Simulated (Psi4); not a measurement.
**InH2F (SMILES [H][In]([H])[F]): MP2/def2-SVPD (core potential)**

Aim: the vertical ionisation energy of InH2F at MP2/def2-SVPD (core potential), from 2 runs. The job is set up through a Python script.

The results are computed with Psi4 1.11.

7 further runs of the same task are left out: 5 that didn't finish, 2 set aside as unsound or not needed.

## (1) The molecule

InH2F: 4 atoms, total charge 0, spin state singlet. SMILES: `[H][In]([H])[F]`. The shape comes from GFN2-xTB, which is rough for such elements, and wasn't checked as a minimum.

Bond lengths: In1–F4 1.946 Å, In1–H2 1.693 Å, In1–H3 1.691 Å. Angles: H2–In1–F4 114.4°, H3–In1–F4 114.5°, H2–In1–H3 131.1°.

## (2) The energy at MP2/def2-SVPD (core potential)

job.py

```python
import psi4

psi4.set_memory('1600 MB')
psi4.set_num_threads(1)
psi4.core.set_output_file('fh2in.out', False)

geom = psi4.geometry("""
0 1
In
H 1 1.692897
H 1 1.691399 2 131.09329
F 1 1.945759 3 114.52878 2 -179.96108
symmetry c1
no_reorient
no_com
""")

options = {'puream': True, 'e_convergence': 1e-09, 'd_convergence': 1e-08, 'scf_type': 'pk', 'num_frozen_docc': 5, 'mp2_type': 'conv'}
psi4.set_options(options)

e, wfn = psi4.energy("mp2/def2-SVPD", molecule=geom, return_wfn=True)
print(f'mp2/def2-SVPD energy: {e:.10f} Eh')
```

Launch:

```
$ python job.py
```

fh2in.out:

```text
[...]
    !!!  WARNING: ECP capability is in beta. Please check occupations closely.  !!!
[...]
  Running in c1 symmetry.
[...]
  Nuclear repulsion =   67.818380701333382
[...]
  Multiplicity = 1
[...]
  Nalpha       = 16
  Nbeta        = 16
[...]
    Number of basis functions: 71
[...]
   @RHF iter   1:  -289.65884080921836   -1.40878e+00   6.52451e-03 DIIS/ADIIS
[...]
   @RHF iter  10:  -289.73807166346847   -7.04858e-12   5.88814e-09 DIIS
[...]
    Orbital Energies [Eh]
    ---------------------
    Doubly Occupied:
       1A    -26.207720     2A     -5.411728     3A     -3.673947
       4A     -3.665029     5A     -3.663987     6A     -1.453685
       7A     -1.061060     8A     -1.056841     9A     -1.053234
      10A     -1.051927    11A     -1.048111    12A     -0.617307
      13A     -0.571770    14A     -0.565008    15A     -0.509282
      16A     -0.433133
[...]
  @RHF Final Energy:  -289.73807166346847
   => Energetics <=
    Nuclear Repulsion Energy =             67.8183807013333819
    One-Electron Energy =                -611.0253668405721328
    Two-Electron Energy =                 253.4689144757703332
    Total Energy =                       -289.7380716634684177
[...]
 Multipole Moments:
 ------------------------------------------------------------------------------------
     Multipole            Electronic (a.u.)      Nuclear  (a.u.)        Total (a.u.)
 ------------------------------------------------------------------------------------
 L = 1.  Multiply by 2.5417464519 to convert [e a0] to [Debye]
 Dipole X            :         -0.0115671            0.0102868           -0.0012803
 Dipole Y            :         14.4312096          -13.3245018            1.1067078
 Dipole Z            :          6.5314864           -6.0329968            0.4984896
 Magnitude           :                                                    1.2137939
[...]
	SCS-MP2 Total Energy (a.u.)        :  -290.03601870545060
	SOS-MP2 Total Energy (a.u.)        :  -290.01029355405387
	SCSN-MP2 Total Energy (a.u.)       :  -289.87390046284332
[...]
	SOS-PI-MP2 Total Energy (a.u.)     :  -290.05566386915143
[...]
	MP2 Total Energy (a.u.)            :  -290.04209869314656
[...]
```

Standard output:

```text
mp2/def2-SVPD energy: -290.0420986931 Eh
```

Wall time 1.8 s (1 thread of AMD EPYC 9R45 (Zen 5), shared host); peak memory 0.29 GiB.

## (3) The doublet cation, same level

run.py

```python
import psi4

psi4.set_memory(1600000000)
psi4.set_num_threads(1)
psi4.core.set_output_file('output.dat', False)

geom = psi4.geometry("""
1 2
In     0.13073125     0.22172157    -0.00035905
H      3.30928839    -0.13940510     0.02566248
H     -1.68457746     2.85223923    -0.03564023
F     -1.75544219    -2.93457460     0.01031790
units au
symmetry c1
no_reorient
no_com
""")

psi4.set_options({
    'basis': 'def2-SVPD',
    'reference': 'uhf',
    'puream': True,
    'e_convergence': 1e-09,
    'd_convergence': 1e-08,
    'scf_type': 'pk',
    'num_frozen_docc': 5,
    'mp2_type': 'conv',
    'maxiter': 200,
})

result = psi4.energy('mp2', molecule=geom)
print(f'mp2 energy: {result:.10f} Eh')
```

Launch:

```
$ python run.py
```

output.dat:

```text
[...]
    !!!  WARNING: ECP capability is in beta. Please check occupations closely.  !!!
[...]
  Running in c1 symmetry.
[...]
  Nuclear repulsion =   67.818386842361534
[...]
  Multiplicity = 2
[...]
  Nalpha       = 16
  Nbeta        = 15
[...]
    Number of basis functions: 71
[...]
   @UHF iter   1:  -289.23791807774620   -9.85417e-01   6.50259e-03 DIIS/ADIIS
[...]
   @UHF iter  16:  -289.34083671177092   -1.32445e-11   8.36365e-09 DIIS
[...]
   @S^2 Observed:                8.623651987E-01
[...]
    Orbital Energies [Eh]
    ---------------------
    Alpha Occupied:
       1A    -26.424269     2A     -5.698971     3A     -3.961620
       4A     -3.956107     5A     -3.949099     6A     -1.663772
       7A     -1.358143     8A     -1.347470     9A     -1.342943
      10A     -1.334220    11A     -1.327900    12A     -0.908602
      13A     -0.835921    14A     -0.773186    15A     -0.770234
      16A     -0.769926
    Alpha Virtual:
      17A     -0.188045    18A     -0.156277    19A     -0.116328
      20A     -0.096013    21A     -0.053953    22A     -0.047384
      23A     -0.033191    24A     -0.026728    25A     -0.014869
[...]
  @UHF Final Energy:  -289.34083671177092
   => Energetics <=
    Nuclear Repulsion Energy =             67.8183868423615337
    One-Electron Energy =                -602.5016336883459189
    Two-Electron Energy =                 245.3424101342134804
    Total Energy =                       -289.3408367117709190
  UHF NO Occupations:
  HONO-2 :   14  A 1.9995481
  HONO-1 :   15  A 1.9430062
[...]
 Multipole Moments:
 ------------------------------------------------------------------------------------
     Multipole            Electronic (a.u.)      Nuclear  (a.u.)        Total (a.u.)
 ------------------------------------------------------------------------------------
 L = 1.  Multiply by 2.5417464519 to convert [e a0] to [Debye]
 Dipole X            :         12.5022340          -11.4289125            1.0733215
 Dipole Y            :         20.8224804          -19.0421843            1.7802961
 Dipole Z            :         -0.0808452            0.0753433           -0.0055019
 Magnitude           :                                                    2.0788226
[...]
	SCS-MP2 Total Energy (a.u.)        :  -289.61460027811268
	SOS-MP2 Total Energy (a.u.)        :  -289.58911205847210
	SCSN-MP2 Total Energy (a.u.)       :  -289.47541451147293
[...]
	SOS-PI-MP2 Total Energy (a.u.)     :  -289.63049128292226
[...]
	MP2 Total Energy (a.u.)            :  -289.62419749294349
[...]
```

The script printed:

```text
mp2 energy: -289.6241974929 Eh
```

Wall time 2.1 s (1 thread of AMD EPYC 9R45 (Zen 5), shared host); peak memory 0.3 GiB.

## (4) Results

At MP2/def2-SVPD (core potential), 5 core orbitals frozen:

| quantity | value |
| --- | --- |
| singlet InH2F: total energy | -290.04210 Eh |
| singlet InH2F: HOMO energy (Hartree–Fock orbitals) | -11.79 eV |
| singlet InH2F: LUMO energy (Hartree–Fock orbitals) | 0.59 eV |
| singlet InH2F: HOMO–LUMO gap (Hartree–Fock orbitals) | 12.37 eV |
| singlet InH2F: correlation energy (5 core orbitals frozen) | -304.0 mEh |
| doublet cation: total energy | -289.62420 Eh |
| doublet cation: HOMO energy (Hartree–Fock orbitals) (highest over α and β) | -19.08 eV |
| doublet cation: LUMO energy (Hartree–Fock orbitals) (lowest over α and β) | -9.91 eV |
| doublet cation: correlation energy (5 core orbitals frozen) | -283.4 mEh |
| doublet cation: ⟨S²⟩ of the reference determinant | 0.862 |
| vertical ionisation energy (to the doublet cation) | 11.372 eV |

In words: The vertical ionisation energy comes to 11.37 eV (1097 kJ/mol). ⟨S²⟩ (doublet cation) is 0.86 where a pure doublet has 0.75: the reference is spin-contaminated.
